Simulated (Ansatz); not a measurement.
# BePd: a trigonal deformation path

Aim: for BePd, look for other minima along a trigonal path.

Method: DFT r2SCAN, scalar-relativistic, plane waves, PAW, in Ansatz 0.2.0.

**1. Starting point**

The structure is cubic, space group Pm-3m (No. 221). Conventional cell: a = 2.813 Å, b = 2.813 Å, c = 2.813 Å, α = 90.00°, β = 90.00°, γ = 90.00°. Around Be (site symmetry m-3m) lie 8 Pd at 2.44 Å. Around Pd (site symmetry m-3m) lie 8 Be at 2.44 Å.

As a file:

```cif
data_structure
_symmetry_space_group_name_H-M 'P 1'
_symmetry_Int_Tables_number 1
_cell_length_a 2.8130
_cell_length_b 2.8130
_cell_length_c 2.8130
_cell_angle_alpha 90.000
_cell_angle_beta 90.000
_cell_angle_gamma 90.000
_cell_volume 22.26
loop_
_atom_site_label
_atom_site_type_symbol
_atom_site_fract_x
_atom_site_fract_y
_atom_site_fract_z
_atom_site_occupancy
Be1 Be 0.00000 0.00000 0.00000 1
Pd1 Pd 0.50000 0.50000 0.50000 1
```

The cell is taken as given, not relaxed at this level.

**2. Zero of energy**

Reference values: F = -7080.2431 eV; pressure -0.13 GPa; largest force 0.000 eV/Å; gap on the mesh none (metal). It was computed beforehand with the settings of the runs below.

**3. Setting up a trigonal deformation path**

At fixed volume and fractional coordinates, lengths along (0.577, 0.577, 0.577) are scaled against those across it; ρ is that ratio over its starting value.

**4. ρ = 0.500**

File input.yaml:

```yaml
crystal:
  lattice:
    - [2.9534649278, -0.5906929856, -0.5906929856]
    - [-0.5906929856, 2.9534649278, -0.5906929856]
    - [-0.5906929856, -0.5906929856, 2.9534649278]
  atoms:
    - { symbol: Be, position: [0.0, 0.0, 0.0] }
    - { symbol: Pd, position: [0.5, 0.5, 0.5] }
basis:
  ecutwfc: 500
kpoints:
  mp_grid: { grid: [18, 18, 18] }
hamiltonian:
  xc: r2scan
scf:
  occupations: { method: gaussian, width: 0.15 }
output:
  forces: true
  stress: true
  eigenvalues: true
```

Command:

```bash
ansatz run input.yaml --threads 1 --pin off --max-ram 2560MiB --backend cpu --events-out ev --progress --plain --runs-dir out
```

The session goes on with these runs: ρ = 2.000; At ρ = 0.710; ρ = 1.410; At ρ = 0.600; point ρ = 0.850; point ρ = 1.200; point ρ = 1.700; ρ = 0.930; At ρ = 1.080.

What does the calculation give? Wanted: highest point.

As calculated:

| quantity | value |
| --- | --- |
| highest point | 4189.3 meV/atom at ρ = 0.500 |

What this shows: No sampled point lies below the undisturbed cell. No sampled point inside the path is a dip, apart from those named. At ρ = 2.000 the cell takes another symmetry, Fm-3m, 438.4 meV/atom from the start at this fixed volume.
